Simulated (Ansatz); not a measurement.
# CH₆SbSi radical: a ladder of functionals and wavefunction methods

An exercise on one series of results from a longer session: the logs are not shown, and one member is left open.

Computed with Ansatz 0.2.0, Gaussian basis. Level: functionals in def2-TZVPP, the program's frozen cores in correlated methods.

Levels to be run: LDA (SPW92), PBE-D4, revPBE-D4, BLYP-D4, r2SCAN-D4, B97M-V, PBE0-D4, B3LYP-D4, r2SCANh-D4, r2SCAN0-D4, HSE06-D4, BHLYP-D4, CAM-B3LYP-D4, LC-ωPBE, ωB97X-V, ωB97M-V, B2PLYP, PBE-QIDH; CCSD(T)/def2-SVP; CCSD(T)/def2-TZVPP; MP2/def2-QZVPP; extrapolation to the limit; RPA on PBE.

### Structure used throughout

The geometry comes from an earlier relaxation with PBE0-D4 in a triple-zeta def2 set; it is a stationary point, not always the lowest conformer. Sb takes the def2 core potential; no spin-orbit term is included.

SMILES `[CH3][Sb][SiH3]`, 9 atoms, charge 0, spin multiplicity 2.

Atoms are counted from 1 here; the program's logs count them from 0.

Bond lengths: C1–Sb2 2.170 Å, C1–H4 1.090 Å, C1–H5 1.089 Å, C1–H6 1.090 Å, Sb2–Si3 2.565 Å, Si3–H7 1.487 Å, Si3–H8 1.490 Å, Si3–H9 1.490 Å. Angles: Sb2–C1–H4 109.9°, Sb2–C1–H5 109.0°, Sb2–C1–H6 109.9°, H4–C1–H5 109.5°, H4–C1–H6 109.1°, H5–C1–H6 109.5°, C1–Sb2–Si3 92.0°, Sb2–Si3–H7 110.9°, Sb2–Si3–H8 110.5°, Sb2–Si3–H9 110.5°, H7–Si3–H8 108.5°, H7–Si3–H9 108.5°, H8–Si3–H9 107.8°.

Set-up of the first run:

in.yaml

```yaml
crystal:
  periodic: [false, false, false]
  atoms:
    - {symbol: C, position_ang: [-0.835289, 1.071303, -1.062828]}
    - {symbol: Sb, position_ang: [1.282762, 0.631228, -0.888373]}
    - {symbol: Si, position_ang: [0.872378, -1.041338, 1.012222]}
    - {symbol: H, position_ang: [-1.383509, 0.161777, -1.310539]}
    - {symbol: H, position_ang: [-0.980095, 1.808935, -1.851126]}
    - {symbol: H, position_ang: [-1.210646, 1.468798, -0.119304]}
    - {symbol: H, position_ang: [2.151895, -1.642682, 1.474536]}
    - {symbol: H, position_ang: [-0.029531, -2.137476, 0.557982]}
    - {symbol: H, position_ang: [0.220434, -0.366744, 2.170330]}
basis:
  gaussian: {orbitals: def2-TZVPP}
magnetization: {spin_polarized: true, initial_magnetization: 1}
hamiltonian: {xc: lda}
output: {orbitals: {seedname: orbitals}}
```

Among the steps run: LDA; PBE-D4 (GGA); revPBE-D4 (GGA); BLYP-D4 (GGA); r2SCAN-D4 (meta-GGA); B97M-V (meta-GGA); PBE0-D4 (hybrid); B3LYP-D4 (hybrid); r2SCANh-D4 (hybrid); r2SCAN0-D4 (hybrid); HSE06-D4 (hybrid); BHLYP-D4 (hybrid); CAM-B3LYP-D4 (range-separated); LC-ωPBE-D4 (range-separated; the results give it without D4); ωB97X-V (range-separated); ωB97M-V (range-separated); B2PLYP (double hybrid); PBE-QIDH (double hybrid).

One of the session's tables, all rows but one given; the rest of the session is left out.

It belongs to the step «Frontier levels by functional». 

```
  functional  HOMO (eV)  LUMO (eV)  gap (eV)
 LDA (SPW92)          ?          ?         ?
      PBE-D4      -4.97      -3.78      1.20
   revPBE-D4      -4.95      -3.64      1.31
     BLYP-D4      -4.74      -3.78      0.95
   r2SCAN-D4      -5.34      -3.44      1.89
      B97M-V      -5.19      -3.83      1.36
     PBE0-D4      -6.00      -2.91      3.09
    B3LYP-D4      -5.71      -3.27      2.44
  r2SCANh-D4      -5.71      -3.14      2.57
  r2SCAN0-D4      -6.27      -2.69      3.58
    HSE06-D4      -5.62      -3.28      2.34
    BHLYP-D4      -6.80      -2.13      4.66
CAM-B3LYP-D4      -7.12      -2.00      5.12
     LC-ωPBE      -8.51      -0.67      7.83
     ωB97X-V      -8.02      -1.11      6.91
     ωB97M-V      -7.95      -1.21      6.74
```

Q: Estimate the row for LDA (SPW92) from the others.

The run gave: HOMO (eV): -4.99; LUMO (eV): -4.15; gap (eV): 0.84. In the column «HOMO (eV)» it lies between B97M-V (-5.19) and PBE-D4 (-4.97).
